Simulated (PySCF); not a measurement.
# Ge2H4: structure of the singlet

Aim: relax Ge2H4 as a singlet from a ethylene-like start, check by its vibrations whether the end is a minimum, and collect its spectrum and constants.

Computed with PySCF 2.14.0. Level: PBE0, basis Ge def2-TZVP, H def2-TZVP, no relativity, density fitting.

**1. Where the work starts**

6 atoms, charge 0, spin multiplicity 1.

Bond lengths: Ge1–Ge2 2.420 Å, Ge1–H3 1.529 Å, Ge1–H4 1.529 Å, Ge2–H5 1.529 Å, Ge2–H6 1.529 Å. Angles: Ge2–Ge1–H3 120.0°, Ge2–Ge1–H4 120.0°, H3–Ge1–H4 118.7°, Ge1–Ge2–H5 120.0°, Ge1–Ge2–H6 120.0°, H5–Ge2–H6 118.7°.

Z-matrix (Å, degrees; charge 0 multiplicity 1):
```
Ge
Ge 1 2.4200
H  1 1.5294 2 120.01
H  1 1.5294 2 120.01 3 166.99
H  2 1.5294 1 120.01 3 13.01
H  2 1.5294 1 120.01 3 180.00
```

**2. First SCF at the start**

One driver script runs all steps and calls PySCF; scf.py shows how it sets up the SCF of each step. The optimiser is the driver's own. After this first run the driver tries any further starts and a stability analysis.

Input file scf.py:

```python
from pyscf import gto, scf, dft
mol = gto.M(atom='''
Ge     1.210000     0.000000     0.000000
Ge    -1.210000     0.000000     0.000000
H      1.975000     1.315800     0.150000
H      1.975000    -1.315800     0.150000
H     -1.975000     1.315800    -0.150000
H     -1.975000    -1.315800    -0.150000''',
    basis={'Ge': 'def2-TZVP', 'H': 'def2-TZVP'},
    charge=0, spin=0)
mf = dft.RKS(mol, xc='PBE0')
mf.grids.atom_grid = (50, 194)
aux = {'Ge': 'def2-universal-JKFIT', 'H': 'def2-universal-JKFIT'}
mf = mf.density_fit(auxbasis=aux)
mf.conv_tol = 1e-08
mf.diis_space = 10
mf.max_cycle = 60
mf.init_guess = 'minao'
mf.verbose = 4
mf.kernel()
```

Run with:

```
OMP_NUM_THREADS=4 python axn.py task.json out
```

Output:

```text
init E= -4154.50809888038
  HOMO = -0.183672023068495  LUMO = -0.0915381372996107  gap/eV = 2.50709
cycle= 1 E= -4155.77638772208  delta_E= -1.27  |g|= 0.835  |ddm|= 1.96
  HOMO = -0.216847512613795  LUMO = -0.0906952778383951  gap/eV = 3.43278
cycle= 2 E= -4155.76492606388  delta_E= 0.0115  |g|= 0.93  |ddm|= 0.612
  HOMO = -0.199852887348644  LUMO = -0.0735347078300741  gap/eV = 3.43729
cycle= 3 E= -4155.82072662002  delta_E= -0.0558  |g|= 0.0187  |ddm|= 0.346
  HOMO = -0.204414905284934  LUMO = -0.076529755682472  gap/eV = 3.47993
cycle= 4 E= -4155.82081736082  delta_E= -9.07e-05  |g|= 0.00964  |ddm|= 0.0317
  HOMO = -0.203000657077018  LUMO = -0.0755435076201705  gap/eV = 3.46829
cycle= 5 E= -4155.82084862271  delta_E= -3.13e-05  |g|= 0.000286  |ddm|= 0.0106
  HOMO = -0.202963498499958  LUMO = -0.0754925304862901  gap/eV = 3.46866
cycle= 6 E= -4155.8208486539  delta_E= -3.12e-08  |g|= 0.000104  |ddm|= 0.000734
  HOMO = -0.202966242259146  LUMO = -0.0754946607149796  gap/eV = 3.46868
cycle= 7 E= -4155.82084865741  delta_E= -3.51e-09  |g|= 8.44e-06  |ddm|= 0.000104
  HOMO = -0.202968674305692  LUMO = -0.0754967428826792  gap/eV = 3.46869
Extra cycle  E= -4155.82084865745  delta_E= -4e-11  |g|= 6.62e-06  |ddm|= 3.14e-05
converged SCF energy = -4155.82084865745
```

This step, with its further starts and checks, ran for 11 s (4 threads of Arm Neoverse V2, shared host).

Energies from each starting density:

```tsv
start	energy (Eh)
the minimal-basis guess	-4155.820849
a thermally smeared density	-4155.820849
a smeared PBE density	-4155.820849
```

No lower closed-shell solution turned up from the other starts or in the test of internal stability.

**3. Relaxing the singlet from the ethylene-like start**

The program finds C2h symmetry in the start, which this walk keeps. Threshold on the gradient: 0.0003 Eh/bohr, with a further test on the energy change.

scf.py: that of step 2 with these lines changed.

```diff
@@ -3 +3 @@
-Ge     1.210000     0.000000     0.000000
+Ge     1.210000     0.000000    -0.000000
@@ -18 +17,0 @@
-mf.init_guess = 'minao'
```

The optimiser's trace:

```tsv
step	energy (Eh)	change (kJ/mol)	largest symmetric gradient (Eh/bohr)
0	-4155.820849	0.00	0.04944
1	-4155.833836	-34.10	0.01157
2	-4155.834897	-36.88	0.00554
3	-4155.835253	-37.82	0.00763
4	-4155.835444	-38.32	0.00099
5	-4155.835463	-38.37	0.00016
6	-4155.835465	-38.37	0.00008
```

The walk took 14 s.

Positions (Å) and forces (eV/Å) along the way:

```
step 0
Ge   1.210   0.000   0.000  -2.542   0.000  -0.356
Ge  -1.210   0.000   0.000   2.542   0.000   0.356
H    1.975   1.316   0.150  -0.006  -0.085   0.108
H    1.975  -1.316   0.150  -0.006   0.085   0.108
H   -1.975   1.316  -0.150   0.006  -0.085  -0.108
H   -1.975  -1.316  -0.150   0.006   0.085  -0.108
step 1
Ge   1.138   0.000  -0.136  -0.595   0.000  -0.175
Ge  -1.138   0.000   0.136   0.595   0.000   0.175
H    1.919   1.290   0.187  -0.065  -0.157   0.067
H    1.919  -1.290   0.187  -0.065   0.157   0.067
H   -1.919   1.290  -0.187   0.065  -0.157  -0.067
H   -1.919  -1.290  -0.187   0.065   0.157  -0.067
step 3
Ge   1.102   0.000  -0.192   0.392   0.000  -0.076
Ge  -1.102   0.000   0.192  -0.392   0.000   0.076
H    1.895   1.258   0.203  -0.022  -0.004   0.001
H    1.895  -1.258   0.203  -0.022   0.004   0.001
H   -1.895   1.258  -0.203   0.022  -0.004  -0.001
H   -1.895  -1.258  -0.203   0.022   0.004  -0.001
step 6
Ge   1.114   0.000  -0.210   0.004   0.000   0.000
Ge  -1.114   0.000   0.210  -0.004   0.000   0.000
H    1.898   1.257   0.208  -0.001  -0.002   0.000
H    1.898  -1.257   0.208  -0.001   0.002   0.000
H   -1.898   1.257  -0.208   0.001  -0.002   0.000
H   -1.898  -1.257  -0.208   0.001   0.002   0.000
```

It settles in C2h symmetry, 38.4 kJ/mol below the start, after 6 steps: Ge–Ge 2.267 Å, Ge–H 1.540 Å (×4); Ge–Ge–H 116.8° (×4), H–Ge–H 109.5° (×2).

**4. Frequencies**

On the finer grid the gradient is checked again; gradients at displacements of ±0.02 bohr then give force constants and infrared intensities.

scf.py: that of step 3 with these lines changed.

```diff
@@ -3,6 +3,6 @@
-Ge     1.210000     0.000000    -0.000000
-Ge    -1.210000     0.000000     0.000000
-H      1.975000     1.315800     0.150000
-H      1.975000    -1.315800     0.150000
-H     -1.975000     1.315800    -0.150000
-H     -1.975000    -1.315800    -0.150000''',
+Ge     1.114228     0.000000    -0.208120
+Ge    -1.114228     0.000000     0.208120
+H      1.898412     1.257821     0.207618
+H      1.898412    -1.257821     0.207618
+H     -1.898412     1.257821    -0.207618
+H     -1.898412    -1.257821    -0.207618''',
@@ -12 +12 @@
-mf.grids.atom_grid = (50, 194)
+mf.grids.atom_grid = (75, 302)
@@ -15 +15 @@
-mf.conv_tol = 1e-08
+mf.conv_tol = 1e-10
```

This SCF starts from the last density.

SCF at the final geometry:

```text
init E= -4155.83533351279
  HOMO = -0.227627611804499  LUMO = -0.089445043229853  gap/eV = 3.76014
cycle= 1 E= -4155.83533351242  delta_E= 3.7e-10  |g|= 3.92e-05  |ddm|= 6.52e-05
  HOMO = -0.227627186047079  LUMO = -0.0894447019953484  gap/eV = 3.76014
cycle= 2 E= -4155.83533351079  delta_E= 1.63e-09  |g|= 8.22e-05  |ddm|= 0.000137
  HOMO = -0.227627332639463  LUMO = -0.0894448183166858  gap/eV = 3.76014
cycle= 3 E= -4155.83533351291  delta_E= -2.12e-09  |g|= 1.34e-06  |ddm|= 9.3e-05
  HOMO = -0.227627395439921  LUMO = -0.0894448679786652  gap/eV = 3.76014
cycle= 4 E= -4155.8353335129  delta_E= 7.28e-12  |g|= 3.53e-08  |ddm|= 6.49e-07
  HOMO = -0.227627407270288  LUMO = -0.0894448775820713  gap/eV = 3.76014
Extra cycle  E= -4155.83533351291  delta_E= -9.09e-12  |g|= 3.46e-08  |ddm|= 8.24e-08
converged SCF energy = -4155.83533351291
```

The whole step took 42 s.

Geometry: C2h; Ge–Ge 2.267 Å, Ge–H 1.539 Å (×4); Ge–Ge–H 116.8° (×4), H–Ge–H 109.6° (×2).

Harmonic modes (main isotopes):

```
symmetry  ω (cm⁻¹)  IR (km/mol)  μ (u)
      ag       284          0.0   6.65
      au       317         12.4   1.02
      bu       368         41.2   1.03
      ag       462          0.0   1.23
      au       493          0.1   1.01
      bg       545          0.0   1.08
      bu       860          187   1.03
      ag       872          0.0   1.03
      ag      2126          0.0   1.02
      bu      2127          165   1.02
      bg      2142          0.0   1.02
      au      2155          198   1.03
```

No imaginary mode, so this is a minimum.

Properties at this point:

| Item | Value |
| --- | --- |
| Dipole moment | 0.00 D |
| Highest occupied level | -6.19 eV |
| Lowest empty level | -2.43 eV |
| Rotational constants | 2.24, 0.08237, 0.08032 cm⁻¹ |
| Zero-point energy | 76.3 kJ/mol |
| Principal polarisabilities | 53.1, 62.5, 111.1 bohr³ |
| Atomisation energy without zero-point energy | 1367 kJ/mol |
| Principal traceless quadrupole moments about the centre of mass | -3.04, -0.20, 3.24 D Å |
| Entropy at 298.15 K and 1 bar | 293.1 J/(mol K) |
| Heat capacity Cp at 298.15 K | 74.1 J/(mol K) |
| Enthalpy at 298.15 K above 0 K | 15.12 kJ/mol |
| Rotational symmetry number | 2 |

Charges (e) and bond orders:

```
atom  Mulliken  Löwdin  polar tensor  Mayer order to Ge1
 Ge1     -0.06    0.10          0.28                   –
 Ge2     -0.06    0.10          0.28                1.67
H3,4      0.03   -0.05         -0.14                0.92
H5,6      0.03   -0.05         -0.14                0.04
```

Mulliken populations on Ge1: s 7.50, p 14.45, d 10.10, f 0.01.

**5. Would spin polarisation lower it?**

At the lowest minimum the closed shell is tested against spin polarisation, on the (50, 194) grid. It is stable.

**6. What came out**

```
                                 quantity                                                                                                                       value
                                  minimum                                                                                                                singlet, C2h
                                 geometry                                                   Ge–Ge 2.267 Å, Ge–H 1.539 Å (×4); Ge–Ge–H 116.8° (×4), H–Ge–H 109.6° (×2)
                       wavenumbers (cm⁻¹)  284 (ag), 317 (au), 368 (bu), 462 (ag), 493 (au), 545 (bg), 860 (bu), 872 (ag), 2126 (ag), 2127 (bu), 2142 (bg), 2155 (au)
                            dipole moment                                                                                                                      0.00 D
     highest occupied, lowest empty level                                                                                                             -6.19, -2.43 eV
               polar-tensor charge of Ge1                                                                                                                     +0.28 e
                        zero-point energy                                                                                                                 76.3 kJ/mol
                      entropy at 298.15 K                                                                                                             293.1 J/(mol K)
atomisation energy (no zero-point energy)                                                                                                                 1367 kJ/mol
```

What this shows: The molecule stays C2h, as typed, and the end point is a minimum. The strongest infrared band lies at 2155 cm⁻¹ (au). Other starts or spin states, not run here, may lie lower.

The search up to here ran for 72 s (4 threads of Arm Neoverse V2, shared host).
